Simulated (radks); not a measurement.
**Pb in [Hg] 6p1 6d1: an all-electron calculation**

What are the levels of neutral lead, how large are its shells, and how does its energy divide?

The numbers are computed with radks (a radial shooting solver on a logarithmic mesh, Libxc functionals) version 1 (non-relativistic Kohn-Sham, exchange-only r2SCAN, spin-polarised, spherical densities, point nucleus; open shells are filled with parallel spins first), except any that are marked as measured or tabulated.

### Step 1. What is computed

```
element       : lead (Z = 82)
charge        : 0
electrons     : 82
configuration : [Hg] 6p1 6d1
```

The outer shells:

Pb
```
[Hg] core
6p [↑ ][  ][  ]
6d [↑ ][  ][  ][  ][  ]
```

### Step 2. Self-consistent calculation

Settings of this run:

```text
Z 82
configuration [Hg] 6p1 6d1 7s0 5f0
relativity non-relativistic
functional r2scan,
spin polarised
nucleus point
```

**Question.** What will this run give?

As calculated:

```
                        quantity                   value
                    total energy     -19523.1090 hartree
exchange-correlation share of it                  1.84 %
                            −T/E                  1.0000
          highest occupied level        6d up, -0.454 eV
    most extended occupied level  6d up, <r> = 9.30 bohr
 radius at density 0.001 e/bohr³               4.67 bohr
    maxima of the radial density                       4
```

**Reading.** The radial density shows 4 maxima for 6 occupied principal shells; where shells overlap, one shows as a shoulder or not at all. The ratio −T/E is 1.0000; for a non-relativistic Coulomb system it is 1 up to the kinetic part of correlation. This is not the tabulated ground configuration, so its levels and sizes aren't those of the ground state, and no measured value stands beside it.
